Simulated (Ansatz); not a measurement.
Turn this script for the Ansatz DFT code, driven from Python into the input file that the command-line program reads.

Script `run_deck.py`:
```python
import ansatz as az


def main() -> None:
    deck = {
        "crystal": {
            "periodic": [False, False, False],
            "atoms": [
                {"symbol": "Cl", "position_ang": [-1.0462, -0.4899, 2.0591]},
                {"symbol": "Ti", "position_ang": [-0.006, -0.0829, 0.0146]},
                {"symbol": "Cl", "position_ang": [2.215, -0.6684, 0.2104]},
                {"symbol": "Cl", "position_ang": [-0.9233, -1.3718, -1.6519]},
                {"symbol": "I", "position_ang": [-0.1897, 2.5393, -0.6735]},
            ],
        },
        "basis": {"gaussian": {"orbitals": "def2-SVP", "nuclear_model": "gaussian"}},
        "hamiltonian": {"xc": "b3lyp"},
    }
    session = az.Session.from_dict(deck)
    report = session.plan(threads=1).execute().report

    print("reference energy %16.6f eV" % report["reference_energy_ev"])
    print("total energy     %16.6f eV" % report["free_energy_ev"])
    print("occupied orbitals outside the frozen core (up, down):", report["n_occupied"], " frozen:", report["n_frozen"], " virtual:", report["n_virtual"])
    symbols = ["Cl", "Ti", "Cl", "Cl", "I"]


if __name__ == "__main__":
    main()
```

Running `python run_deck.py` prints:
```text
reference energy    -68779.841871 eV
total energy        -68779.841871 eV
occupied orbitals outside the frozen core (up, down): [49, 49]  frozen: 0  virtual: [62, 62]
```

`input.yaml`:
```yaml
crystal:
  periodic: [false, false, false]
  atoms:
    - { symbol: Cl, position_ang: [-1.0462, -0.4899, 2.0591] }
    - { symbol: Ti, position_ang: [-0.006, -0.0829, 0.0146] }
    - { symbol: Cl, position_ang: [2.215, -0.6684, 0.2104] }
    - { symbol: Cl, position_ang: [-0.9233, -1.3718, -1.6519] }
    - { symbol: I, position_ang: [-0.1897, 2.5393, -0.6735] }
basis:
  gaussian: { orbitals: def2-SVP, nuclear_model: gaussian }
hamiltonian:
  xc: b3lyp
```

Launched from the shell:
```console
$ ansatz run input.yaml --threads 1 --pin off --max-ram 4096MiB --backend cpu --events-out ev --progress --plain --runs-dir out
Engine: ansatz 0.2.0, aarch64-unknown-linux-gnu
Functional definition: B3LYP
  parameter a0 = 0.2
  parameter ax = 0.72
  parameter ac = 0.81
  exchange = (1 - a0 - ax)*slater_x + ax*b88_x + a0*exact_x
  correlation = (1 - ac)*vwn_rpa_c + ac*lyp_c
1158 factors; integrals over basis functions are off by at most 6.2e-4 eV
mean field evaluation 1: about -68775.1629 eV, gradient 3.7e1 eV
mean field evaluation 2: about -68341.8297 eV, gradient 4.0e2 eV
mean field evaluation 4: about -68759.2386 eV, gradient 1.0e2 eV
mean field evaluation 8: about -68779.7830 eV, gradient 1.1e-1 eV
mean field -68779.84152401 eV, -2527.6125553564 hartree, gradient 2.7e-5 eV, S^2 0.000000; 0 other end points of the search recorded, 0 dependent functions left out
reference -68779.84187094 eV, -2527.6125681057 hartree; 49, 49 occupied and 62, 62 virtual orbitals, 1158 factors
Total energy: -68779.84187094 eV, -2527.6125681057 hartree
```

These settings explore the input space; basis and method may be short of convergence. The geometry is a force-field or estimated start, not a minimum of this method, and the basis set is short of its limit. def2 sets replace the cores of elements past krypton by effective core potentials. b3lyp holds the VWN-RPA fit, as in Gaussian; the form of ORCA and Turbomole is b3lyp5. Run time: 8.9 s on 1 thread of Arm Neoverse V1, with other jobs on the host, peak memory 0.34 GiB.

(Lines on the test bed's own set-up are left out of the output.)
